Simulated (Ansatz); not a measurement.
# Cs3In: the cost of one run

Method: DFT PBE, scalar-relativistic, plane waves, PAW, in Ansatz 0.2.0.

1 further run of the same task is left out (set aside as unsound or not needed).

## Step 1: The system as given

Symmetry: Fm-3m, No. 225, cubic system. Conventional cell: a = 8.902 Å, b = 8.902 Å, c = 8.902 Å, α = 90.00°, β = 90.00°, γ = 90.00°. Cs (site symmetry m-3m) is surrounded by 8 Cs at 3.85 Å. Cs (site symmetry -43m) has 4 Cs at 3.85 Å and 4 In at 3.85 Å as nearest neighbours. Around In (site symmetry m-3m) lie 8 Cs at 3.85 Å.

Coordinates:

```xyz
4
Lattice="0.0000 4.4508 4.4508 4.4508 0.0000 4.4508 4.4508 4.4508 0.0000" Properties=species:S:1:pos:R:3 pbc="T T T"
Cs    0.0000    0.0000    0.0000
Cs    2.2254    2.2254    2.2254
Cs    6.6762    6.6762    6.6762
In    4.4508    4.4508    4.4508
```

Recipe of the guess: random cell by space group and Wyckoff sites (Fm-3m, No. 225). The dimensions are guesses.

## Step 2: The guess as it stands, on a coarse mesh

Input file input.yaml:

```yaml
crystal:
  lattice:
    - [0.0, 4.45082596, 4.45082596]
    - [4.45082596, 0.0, 4.45082596]
    - [4.45082596, 4.45082596, 0.0]
  atoms:
    - { symbol: Cs, position: [0.0, 0.0, 0.0] }
    - { symbol: Cs, position: [0.25, 0.25, 0.25] }
    - { symbol: Cs, position: [0.75, 0.75, 0.75] }
    - { symbol: In, position: [0.5, 0.5, 0.5] }
basis:
  ecutwfc: 420
kpoints:
  mp_grid: { grid: [4, 4, 4] }
hamiltonian:
  xc: pbe
scf:
  occupations: { method: gaussian, width: 0.1 }
  lower_state_search: "off"
output:
  forces: true
  stress: true
  eigenvalues: true
```

On the command line:

```sh
ansatz run input.yaml --threads 1 --pin off --max-ram 2560MiB --backend cpu --events-out ev --progress --plain --runs-dir out
```

Q: Estimate wall time and peak memory on 1 thread of Arm Neoverse N1, shared host.

About 5.3 s, with a peak of 0.4 GiB.
